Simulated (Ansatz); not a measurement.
Working through a ranking of polymorphs by energy of 2 structures of Cr

Program: the Ansatz DFT code, driven from Python.

Run as a notebook:

```python
import warnings

import ansatz as az
from ase import Atoms
import numpy as np
import spglib
```

```python
def ground_state(name, crystal):
    calc = (
        crystal.calculation()
        .functional('LDA')
        .basis(35 * az.Ry)
        .mixing('broyden')
        .eigensolver('auto')
        .scf(extra_bands=6)
        .kpoints(spacing=0.39)
        .occupations('gaussian', width=0.1)
        .spin('collinear')
        .stress()
        .band_table()
    )
    calc = calc.relax(force_tolerance=0.02, max_steps=40, cell=True)
    return calc.run()
```

```python
def space_group(outcome):
    sites = outcome.report['lattice']['sites']
    kinds = sorted({site['symbol'] for site in sites})
    cell = (outcome.lattice.cell_ang, [site['position_frac'] for site in sites], [kinds.index(site['symbol']) for site in sites])
    return spglib.get_spacegroup(cell, symprec=0.01)


def pressure_gpa(outcome):
    return float(np.trace(outcome.report['stress_gpa']) / 3)
```

```python
warnings.simplefilter('ignore', az.DeckWarning)
```

```python
phases = {}
atoms = Atoms(
    ['Cr', 'Cr'],
    scaled_positions=[
        (1 / 3, 2 / 3, 0.25),
        (2 / 3, 1 / 3, 0.75),
    ],
    cell=[
        (2.714, 0.0, 0.0),
        (-1.357, 2.350393, 0.0),
        (0.0, 0.0, 4.41),
    ],
    pbc=True,
)
atoms.set_initial_magnetic_moments([3.0, 3.0])
p6_3_mmc = az.Crystal.from_ase(atoms)
phases['P6_3/mmc'] = p6_3_mmc
im_3m = (
    az.Lattice.of((2.968899, 0.0, 0.0), (0.0, 2.968899, 0.0), (0.0, 0.0, 2.968899))
    .atom('Cr', (0.0, 0.0, 0.0))
    .atom('Cr', (0.5, 0.5, 0.5))
    .moments(Cr=3.0)
)
phases['Im-3m'] = im_3m
```

```python
done = {name: ground_state(name, crystal) for name, crystal in phases.items()}
```

    RunWarning: the starting moments were not kept: the SCF closed with an absolute magnetisation of 3.7e-6 μB, where they sum to 6 μB in size (2 sites). That is at most 0.1 of that sum. Measured as dr2_m measures the in/out step, that magnetisation stands 1.0e-11 eV from none, at or under the dr2_threshold of 2.0e-7 eV: [...]

```python
energy = {name: o.report['energy_sigma0_ev'] / len(o.lattice.sites) for name, o in done.items()}
lowest = min(energy.values())
rows = [(name, len(o.lattice.sites), 1000 * (energy[name] - lowest), space_group(o), pressure_gpa(o), abs(o.report['magnetization_mub']) / len(o.lattice.sites)) for name, o in done.items()]
rows.sort(key=lambda row: row[2])
print('| phase | atoms | dE (meV/atom) | space group | P (GPa) | M (muB/atom) |')
print('| --- | --- | --- | --- | --- | --- |')
for row in rows:
    print(f'| {row[0]} | {row[1]:d} | {row[2]:.1f} | {row[3]} | {row[4]:.2f} | {row[5]:.2f} |')
```

    | phase | atoms | dE (meV/atom) | space group | P (GPa) | M (muB/atom) |
    | --- | --- | --- | --- | --- | --- |
    | Im-3m | 2 | 0.0 | Im-3m (229) | -0.02 | 0.00 |
    | P6_3/mmc | 2 | 439.6 | P6_3/mmc (194) | -0.01 | 0.00 |

By space group at the end of each run: Im-3m (+0 meV an atom, 10.8 Å³) and P6_3/mmc (+440 meV an atom, 11.2 Å³).

Notes:
- The settings weren't tested for convergence.
- The SCF didn't keep the moments it started from (some shrank, vanished or turned); what is printed is the state reached.
- Pressure is positive in compression.
- The cells come from databases of deposited and of computed structures, and not all need be stable phases.
- Warnings are shown shortened and without file and line.
- The ranking holds among these structures alone, at zero temperature; the ground state may be another structure. Magnetic phases start from parallel moments and may not end in their lowest magnetic state. Differences under about 40 meV an atom lie within the error of mesh and functional.
- The script silences the warnings on its input, which a real study should read.
- Finished in 30 s on 1 thread of AMD EPYC 7R43 64-Core Processor (Zen 3), on a shared host, peak memory 0.39 GiB.

(Lines on the test bed's own set-up are left out of the output.)
